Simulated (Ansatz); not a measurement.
Run this with the Python package of Ansatz (0.2.0) and show what comes out.

Script `lattice.py`:
```python
# -*- coding: utf-8 -*-
import warnings

import ansatz as az
import numpy as np
from pymatgen.core import Lattice, Structure
from pymatgen.io.ase import AseAtomsAdaptor

CUTOFF_EV = 550
MESH = (9, 9, 4)
FILLING = 'cold'

def edges_and_angles(cell):
    cell = np.asarray(cell)
    a, b, c = np.linalg.norm(cell, axis=1)
    cosines = cell[1] @ cell[2] / (b * c), cell[0] @ cell[2] / (a * c), cell[0] @ cell[1] / (a * b)
    return (a, b, c, *np.degrees(np.arccos(cosines)))

warnings.simplefilter('ignore', az.DeckWarning)

pmg_structure = Structure(
    Lattice([[2.55155126, 0.0, 0.0], [-1.27577563, 2.20970821, 0.0], [0.0, 0.0, 6.399657]]),
    ['B', 'C', 'C', 'C', 'C', 'C'],
    [
        [1 / 3, 2 / 3, 0.007586],
        [1 / 3, 2 / 3, 0.259511],
        [2 / 3, 1 / 3, 0.339033],
        [0.0, 0.0, 0.664563],
        [2 / 3, 1 / 3, 0.581364],
        [0.0, 0.0, 0.898942],
    ],
)
system = az.Crystal.from_ase(AseAtomsAdaptor.get_atoms(pmg_structure))

job = (
    system.calculation()
    .basis(CUTOFF_EV)
    .kpoints(*MESH)
    .occupations(FILLING)
    .relax(cell=True, max_steps=100)
)

levels = [('r2scan', 'rvv10'), ('r2scan', 'none'), ('pbe', 'd3bj')]
print('level            a       b       c    alpha   beta  gamma  V/atom  steps')
for name, dispersion in levels:
    seen = []
    run = job.functional(name, dispersion=dispersion).session().plan()
    outcome = run.execute(on_event=lambda e: seen.append(e) if e['event'] == 'relax_step' else None)
    cell = outcome.lattice.cell_ang
    label = name if dispersion == 'none' else f'{name}+{dispersion}'
    print('{:13s} {:7.4f} {:7.4f} {:7.4f} {:6.2f} {:6.2f} {:6.2f}'.format(label, *edges_and_angles(cell)), f'{abs(np.linalg.det(cell)) / len(outcome.lattice.sites):7.3f} {len(seen):5d}')
```

```console
$ python lattice.py
level            a       b       c    alpha   beta  gamma  V/atom  steps
r2scan+rvv10   2.5433  2.5433  6.3683  90.00  90.00 120.00   5.946     7
r2scan         2.5453  2.5453  6.3721  90.00  90.00 120.00   5.958     6
pbe+d3bj       2.5398  2.5398  6.3650  90.00  90.00 120.00   5.926     8
```

From smallest to largest: PBE+D3BJ (5.93 Å³ an atom, -1.5 % against the start), r2SCAN+RVV10 (5.95 Å³ an atom, -1.1 % against the start) and r2SCAN (5.96 Å³ an atom, -0.9 % against the start). The spread is 0.5 % in volume.

Reading the output:
- Dispersion corrections can be off by several per cent in the lattices of metals, and by several GPa in the pressure at a fixed cell.
- The mesh is modest for a metal, so energies can be off by several to tens of meV an atom and pressures by half a GPa or more; differences at equal mesh fare better.
- The structure comes from a database of computed cells and needn't be a stable or known phase.
- Finished in 3.8 min on 1 thread of Arm Neoverse N1, on a shared host, peak memory 0.64 GiB.
